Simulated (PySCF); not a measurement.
# C4H3F3O: the cost of one run

Programs: PySCF 2.14.0, with routines of our own; each step states its level. All values are computed. Atoms count from 0.

### 1 The starting structure

11 atoms, charge 0, multiplicity 1; geometry from: GFN2-xTB.

### 2 Relaxing the molecule at PBE0-D3(BJ)/def2-SVP

Job settings and geometry (Å):

```
{"job": {"xc": "PBE0", "basis": "def2-SVP", "d3": "d3bj", "grid": 2, "kind": "geom"}, "charge": 0, "multiplicity": 1}
O      2.745761     0.577266     0.175174
C      1.812791    -0.396751     0.192134
C      0.602725    -0.346538    -0.286217
C     -0.631156    -0.287755    -0.690250
C     -1.746501     0.131438     0.225989
F     -2.371750    -0.923997     0.781188
F     -1.330412     0.902823     1.240908
F     -2.692837     0.826579    -0.425759
H      2.385561     1.392370    -0.195774
H      2.186155    -1.309214     0.640674
H     -0.954913    -0.563549    -1.684031
```

Command:

```
$ OMP_NUM_THREADS=1 python excited_run.py task.json out
```

One launch serves the whole session: the jobs run in the order shown.

**Question.** How long does this first job take on 1 thread of Arm Neoverse V2, shared host, and how much memory does it need?

About 84 s, with a peak of 0.64 GiB.
